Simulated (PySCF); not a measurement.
# H8LaO4 (La(H2O)43+): the cost of one run

Program: PySCF 2.14.0. Level of theory: PBE0, La def2-SVP with ECP46, O def2-SVP, H def2-SVP; scalar-relativistic core potentials, no spin–orbit coupling. These are calculated values, not measurements.

1 further run of the same task is left out (for a known fault of the program).

### Step 1. Starting geometry

13 atoms, charge 3, spin multiplicity 1.

Bond lengths: La1–O2 2.560 Å, La1–O5 2.560 Å, La1–O8 2.560 Å, La1–O11 2.560 Å, O2–H3 0.970 Å, O2–H4 0.970 Å, O5–H6 0.970 Å, O5–H7 0.970 Å, O8–H9 0.970 Å, O8–H10 0.970 Å, O11–H12 0.970 Å, O11–H13 0.970 Å. Angles: O2–La1–O5 109.5°, O2–La1–O8 109.5°, O2–La1–O11 109.5°, O5–La1–O8 109.5°, O5–La1–O11 109.5°, O8–La1–O11 109.5°, La1–O2–H3 127.5°, La1–O2–H4 127.5°, H3–O2–H4 105.1°, La1–O5–H6 127.5°, La1–O5–H7 127.5°, H6–O5–H7 105.1°, La1–O8–H9 127.5°, La1–O8–H10 127.5°, H9–O8–H10 105.1°, La1–O11–H12 127.5°, La1–O11–H13 127.5°, H12–O11–H13 105.1°.

Geometry (Å):

```xyz
13
H8LaO4
La    0.0000    0.0000    0.0000
O     1.4780    1.4780    1.4780
H     1.8187    1.2742    2.3631
H     1.8187    2.3631    1.2742
O    -1.4780   -1.4780    1.4780
H    -1.8187   -1.2742    2.3631
H    -1.8187   -2.3631    1.2742
O     1.4780   -1.4780   -1.4780
H     1.8187   -2.3631   -1.2742
H     1.8187   -1.2742   -2.3631
O    -1.4780    1.4780   -1.4780
H    -1.8187    2.3631   -1.2742
H    -1.8187    1.2742   -2.3631
```

Formal oxidation states: La +3.

### Step 2. SCF at the start, singlet

Input file run.py (the lines that set the calculation):

```python
mol = gto.M(atom='''
La     0.00000     0.00000     0.00000
O      1.47800     1.47800     1.47800
H      1.81870     1.27420     2.36310
H      1.81870     2.36310     1.27420
O     -1.47800    -1.47800     1.47800
H     -1.81870    -1.27420     2.36310
H     -1.81870    -2.36310     1.27420
O      1.47800    -1.47800    -1.47800
H      1.81870    -2.36310    -1.27420
H      1.81870    -1.27420    -2.36310
O     -1.47800     1.47800    -1.47800
H     -1.81870     2.36310    -1.27420
H     -1.81870     1.27420    -2.36310''',
    basis={'La': 'def2-SVP', 'O': 'def2-SVP', 'H': 'def2-SVP'},
    ecp={'La': 'def2-SVP'},
    charge=3, spin=0)
mf = dft.RKS(mol, xc='PBE0')
mf.grids.atom_grid = (50, 194)  # f atoms: unpruned, at least (60, 302)
mf = mf.density_fit()  # fitting sets: La def2-universal-JKFIT, O def2-universal-JKFIT, H def2-universal-JKFIT
mf.conv_tol = 1e-08; mf.max_cycle = 55
mf.kernel(dm0)  # dm0: free metal ions and neutral atoms
```

The run is started by

```
OMP_NUM_THREADS=2 python run.py
```

Q: Estimate wall time and peak memory on 2 threads of Arm Neoverse V1, shared host.

About 6.5 s, with a peak of 0.8 GiB.
